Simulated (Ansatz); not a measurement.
# GaH3S: the cost of one run

Computed with Ansatz 0.2.0, Gaussian basis. Level: PBE0-D4/def2-TZVP structures, single points in def2-TZVPP, no counterpoise correction.

Levels: SPW92, PBE-D4, BLYP-D4, r2SCAN-D4, B97M-V, PBE0-D4, B3LYP-D4, r2SCAN0-D4, BHLYP-D4, CAM-B3LYP-D4, wB97X-V, wB97M-V, B2PLYP, PBE-QIDH, RPA on PBE, Hartree-Fock, MP2, CCSD, CCSD(T).

Cores are frozen in the correlated methods. Filled d shells of the heavier atoms are correlated. B3LYP uses VWN-RPA correlation. B2PLYP carries no dispersion term here.

94 further runs of the same task are left out: 94 set aside as unsound or not needed.

## 1. Starting geometry

The complex: 8 atoms, charge 0, spin multiplicity 1.

Atoms are counted from 1 here; the program's logs count them from 0.

Bond lengths: Ga1–S2 2.262 Å, Ga1–H3 1.560 Å, Ga1–H4 1.567 Å, Ga1–O6 2.182 Å, S2–H7 1.343 Å, H5–O6 0.972 Å, O6–H8 0.963 Å. Angles: S2–Ga1–H3 116.4°, S2–Ga1–H4 113.1°, S2–Ga1–O6 89.6°, H3–Ga1–H4 126.6°, H3–Ga1–O6 101.3°, H4–Ga1–O6 97.7°, Ga1–S2–H7 95.3°, Ga1–O6–H5 95.2°, Ga1–O6–H8 113.4°, H5–O6–H8 107.0°.

Coordinates:

| atom | x (Å) | y (Å) | z (Å) |
| --- | --- | --- | --- |
| Ga1 | -0.7887 | 0.0826 | -0.5255 |
| S2 | 0.9289 | 1.5415 | -0.7159 |
| H3 | -0.8550 | -1.0555 | -1.5909 |
| H4 | -1.9859 | 0.6482 | 0.3129 |
| H5 | 1.0231 | -0.3136 | 1.1030 |
| O6 | 0.2617 | -0.9177 | 1.1042 |
| H7 | 1.5899 | 0.8331 | -1.6453 |
| H8 | -0.1742 | -0.8185 | 1.9573 |

Its parts: GaH3S holds atoms 1, 2, 3, 4, 7; H2O holds atoms 5, 6, 8. Each part counts its atoms afresh in its own runs.

## 2. Relaxing GaH3S alone

relax-a/in.yaml

```yaml
crystal:
  periodic: [false, false, false]
  atoms:
    - {symbol: Ga, position_ang: [-0.788748, 0.082630, -0.525454]}
    - {symbol: S, position_ang: [0.928941, 1.541468, -0.715879]}
    - {symbol: H, position_ang: [-0.854957, -1.055488, -1.590857]}
    - {symbol: H, position_ang: [-1.985862, 0.648211, 0.312929]}
    - {symbol: H, position_ang: [1.589902, 0.833120, -1.645324]}
basis:
  gaussian: {orbitals: def2-TZVP}
hamiltonian: {xc: pbe0, dispersion: d4}
relax: {f_tol: 0.005, max_steps: 200}
```

The run is started by

```sh
ansatz run in.yaml --threads 4 --pin off --events-out ev --progress --plain --max-ram 9574MiB
```

**Question.** How long does this run take on 4 threads of Intel Xeon at 2.50GHz, shared host, and how much memory does it need?

About 18 s, with a peak of 0.43 GiB.
